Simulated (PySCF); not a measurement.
**[PrBr2]+: other functionals and bases at one geometry**

Aim: see how levels, charges and forces of [PrBr2]+ depend on the level of theory. It is a constructed species; whether it can be made isn't addressed.

Computed with PySCF 2.14.0. Level: several levels, as the steps say, no spin–orbit coupling.

1 further run of the same task is left out (for a known fault of the program).

### 1 The starting structure

3 atoms, charge 1, spin multiplicity 1.

Bond lengths: Pr1–Br2 2.610 Å, Pr1–Br3 2.610 Å. Angles: Br2–Pr1–Br3 107.8°.

As a file:

```xyz
3
Br2Pr
Pr    0.0000    0.0000   -0.8644
Br    2.1088    0.0000    0.6730
Br   -2.1088    0.0000    0.6730
```

Formal oxidation states: Pr +3. Each metal's 2 4f electrons lie in its core potential, so multiplicities, spins and levels count the valence alone. An earlier session relaxed this geometry at PBE0, Pr lcecp-1-SVP with ECP48, Br def2-SVP (singlet, point group C2v).

At PBE0 on the finer grid: E = -5179.869891 Eh, HOMO -12.74 eV, LUMO -7.59 eV, Mulliken charge on Pr1 +1.31 e, largest force component 0.029 eV/Å. 

Levels to run: HF; PBE; PBE0, TZVP. Hardware: 2 threads of Arm Neoverse V2, shared host.

### 2 HF

run.py (the lines that set the calculation)

```python
mol = gto.M(atom='''
Pr     0.00000     0.00000    -0.86441
Br     2.10879     0.00000     0.67303
Br    -2.10879     0.00000     0.67303''',
    basis={'Pr': 'lcecp-1-SVP', 'Br': 'def2-SVP'},
    ecp={'Pr': 'lcecp-1-SVP'},
    charge=1, spin=0)
mf = scf.RHF(mol)
mf = mf.density_fit()  # fitting sets: Pr AutoAux, Br def2-universal-JKFIT
mf.conv_tol = 1e-08; mf.max_cycle = 55
mf.kernel(dm0)  # dm0: the density of the relaxed state
```

Launch:

```
$ OMP_NUM_THREADS=2 python run.py
```

### 3 PBE

run.py (the lines that set the calculation): that of step 2 with these lines changed.

```diff
@@ -7,3 +7,4 @@
     charge=1, spin=0)
-mf = scf.RHF(mol)
+mf = dft.RKS(mol, xc='PBE')
+mf.grids.atom_grid = (75, 302)  # f atoms: unpruned, at least (60, 302)
 mf = mf.density_fit()  # fitting sets: Pr AutoAux, Br def2-universal-JKFIT
```

### 4 PBE0, TZVP

Basis: Pr lcecp-1-TZVP with ECP48, Br def2-TZVP. 

run.py (the lines that set the calculation)

```python
mol = gto.M(atom='''
Pr     0.00000     0.00000    -0.86441
Br     2.10879     0.00000     0.67303
Br    -2.10879     0.00000     0.67303''',
    basis={'Pr': 'lcecp-1-TZVP', 'Br': 'def2-TZVP'},
    ecp={'Pr': 'lcecp-1-TZVP'},
    charge=1, spin=0)
mf = dft.RKS(mol, xc='PBE0')
mf.grids.atom_grid = (75, 302)  # f atoms: unpruned, at least (60, 302)
mf = mf.density_fit()  # fitting sets: Pr AutoAux, Br def2-universal-JKFIT
mf.conv_tol = 1e-08; mf.max_cycle = 55
mf.kernel(dm0)  # dm0: free metal ions and neutral atoms
```

Before running it: what results should come out? Wanted: for each run, HOMO; gap; charge on Pr1; dipole; largest force.

As calculated:

| level | state | HOMO (eV) | gap (eV) | charge on Pr1 (e) | dipole (D) | largest force (eV/Å) | basis functions | time |
| --- | --- | --- | --- | --- | --- | --- | --- | --- |
| PBE0 (relaxed here) | singlet | -12.74 | 5.15 | 1.31 | 7.99 | 0.03 | 97 | 11 s |
| HF | singlet | -15.33 | 10.07 | 1.62 | 9.52 | 0.65 | 97 | 3.3 s |
| PBE | singlet | -11.57 | 3.28 | 1.17 | 7.34 | 0.27 | 97 | 4.7 s |
| PBE0, TZVP | singlet | -12.69 | 5.21 | 1.56 | 7.88 | 0.07 | 143 | 11 s |

Times are on 2 threads of Arm Neoverse V2, shared host; the first row also made further properties. The dipole of a charged species depends on the origin, so these sizes hold for this origin alone.

In one basis the HOMO–LUMO gap runs from 3.28 eV (PBE) to 10.07 eV (HF). The largest leftover force, 0.65 eV/Å with HF, stands at a geometry relaxed at another level. The Mulliken charge on Pr spans +1.17 to +1.62 e over the levels. With 4f in the core, its levels are missing from HOMO and gap. Total energies of different levels can't be compared. Spin–orbit coupling is left out throughout.
